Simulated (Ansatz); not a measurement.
What does this script print? It uses Ansatz 0.2.0 through its Python package.

`ch7bosi.py`:
```python
"""Rigid torsion scan of CH7BOSi."""

import ansatz as az
from ase import Atoms

atoms = Atoms(["B", "Si", "O", "C", "H", "H", "H", "H", "H", "H", "H"], positions=[
    (-1.6606, 1.3833, -0.7427),
    (-0.6414, 0.1567, 0.2457),
    (0.8362, -0.0818, -0.5835),
    (1.7059, -0.9949, 0.1637),
    (-2.0164, 1.1818, -1.8865),
    (-2.05, 2.4561, -0.2514),
    (-0.3693, 0.6961, 1.5997),
    (-1.3283, -1.0975, 0.3351),
    (1.8724, -0.6018, 1.2266),
    (1.1299, -1.9955, 0.2501),
    (2.5869, -1.1595, -0.3362),
])

# start the scan from a relaxed geometry
first = (
    az.Crystal.molecule_from_ase(atoms).calculation()
    .basis(gaussian="cc-pVDZ")
    .functional("pbe0", dispersion="d4")
    .relax(force_tolerance=0.02, max_steps=80)
)
atoms.positions = first.run(threads=1, pin="off").report["positions_ang"]

start = atoms.get_dihedral(0, 1, 2, 3)
energies = {}
for turn in range(0, 360, 30):
    turned = atoms.copy()
    turned.set_dihedral(0, 1, 2, 3, start + turn, indices=[2, 3, 8, 9, 10])
    job = az.Crystal.molecule_from_ase(turned).calculation()
    job = job.basis(gaussian="cc-pVDZ")
    job = job.functional("pbe0", dispersion="d4")
    energies[round((start + turn) % 360)] = job.run(threads=1, pin="off").report["free_energy_ev"]
floor = min(energies.values())
print("dihedral B0-Si1-O2-C3 (deg)   E - E(min) (eV)")
for angle, e in sorted(energies.items()):
    print(f"{angle:8d} {(e - floor):14.3f}  " + "#" * int(30 * (e - floor) / max(max(energies.values()) - floor, 1e-9)))
```

Output of `python ch7bosi.py`:
```text
dihedral B0-Si1-O2-C3 (deg)   E - E(min) (eV)
       0          0.106  ##############################
      30          0.088  ########################
      60          0.048  #############
      90          0.071  ###################
     120          0.084  #######################
     150          0.036  ##########
     180          0.000
     210          0.037  ##########
     240          0.084  #######################
     270          0.070  ###################
     300          0.048  #############
     330          0.087  ########################
```

The lowest point is at 180° and the highest at 0°, 0.106 eV (10.2 kJ/mol) above it, with the rest of the molecule held.

The scan is rigid and the energies are electronic, in a modest basis. With rigid groups the curve can differ much from the relaxed path, the start wasn't checked as a minimum of this torsion, and equivalent turns needn't return to the same energy. Timing: 96 s on 1 thread of Arm Neoverse V1, on a shared host, peak memory 0.26 GiB.
